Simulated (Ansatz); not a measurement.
# FGaH6O3: the cost of one run

Program: Ansatz 0.2.0. Level of theory: RKS PBE0-D4/def2-SVP. These are calculated values, not measurements.

1 further run of the same task is left out (it didn't finish).

## (1) The system as given

Bond lengths: Ga1–O3 1.735 Å, Ga1–O4 1.743 Å, Ga1–F6 2.126 Å, O3–H9 0.954 Å, O4–H10 0.957 Å, O8–H11 0.960 Å. Angles: Ga1–O3–H9 122.6°, O3–Ga1–O4 125.9°, O3–Ga1–F6 113.9°, O4–Ga1–F6 101.4°, Ga1–O4–H10 120.1°.

As a file:

```xyz
11

Ga   -0.6408   -0.5395   -0.5807
H     0.0424    1.3558   -0.6468
O    -0.9166   -1.5282   -1.9797
O    -1.7185   -0.3678    0.7780
H     1.5287    0.1556    0.8225
F     1.2082   -0.9245    0.3965
H     0.6575    1.5292    0.1025
O     1.5291    1.4098    1.0295
H    -0.2227   -1.7563   -2.5931
H    -2.5351   -0.8656    0.8087
H     1.0679    1.5315    1.8625
```

## (2) A restrained relaxation towards end A

Springs on the bonds that form and break draw the guess towards this end; the thresholds are loose.

Contents of input.yaml:

```yaml
crystal:
  periodic: [false, false, false]
  atoms:
    - { symbol: Ga, position_ang: [-0.6408, -0.5395, -0.5807] }
    - { symbol: H, position_ang: [0.0424, 1.3558, -0.6468] }
    - { symbol: O, position_ang: [-0.9166, -1.5282, -1.9797] }
    - { symbol: O, position_ang: [-1.7185, -0.3678, 0.778] }
    - { symbol: H, position_ang: [1.5287, 0.1556, 0.8225] }
    - { symbol: F, position_ang: [1.2082, -0.9245, 0.3965] }
    - { symbol: H, position_ang: [0.6575, 1.5292, 0.1025] }
    - { symbol: O, position_ang: [1.5291, 1.4098, 1.0295] }
    - { symbol: H, position_ang: [-0.2227, -1.7563, -2.5931] }
    - { symbol: H, position_ang: [-2.5351, -0.8656, 0.8087] }
    - { symbol: H, position_ang: [1.0679, 1.5315, 1.8625] }
basis:
  gaussian: { orbitals: def2-SVP }
hamiltonian:
  xc: pbe0
  dispersion: d4
relax:
  f_tol: 0.15
  max_steps: 25
  restrain:
    - { distance: [0, 5], at: 3.09, k: 30.0 }
    - { distance: [4, 7], at: 2.27, k: 30.0 }
    - { distance: [6, 1], at: 1.92, k: 30.0 }
    - { distance: [0, 1], at: 1.53, k: 30.0 }
    - { distance: [4, 5], at: 0.88, k: 30.0 }
    - { distance: [6, 7], at: 0.97, k: 30.0 }
```

Run with:

```bash
$ ansatz run input.yaml --threads 2 --pin off --max-ram 3072MiB --backend cpu --events-out ev --progress --plain --runs-dir out
```

Q: Estimate wall time and peak memory on 2 threads of Arm Neoverse V1, shared host.

About 58 s, with a peak of 0.27 GiB.
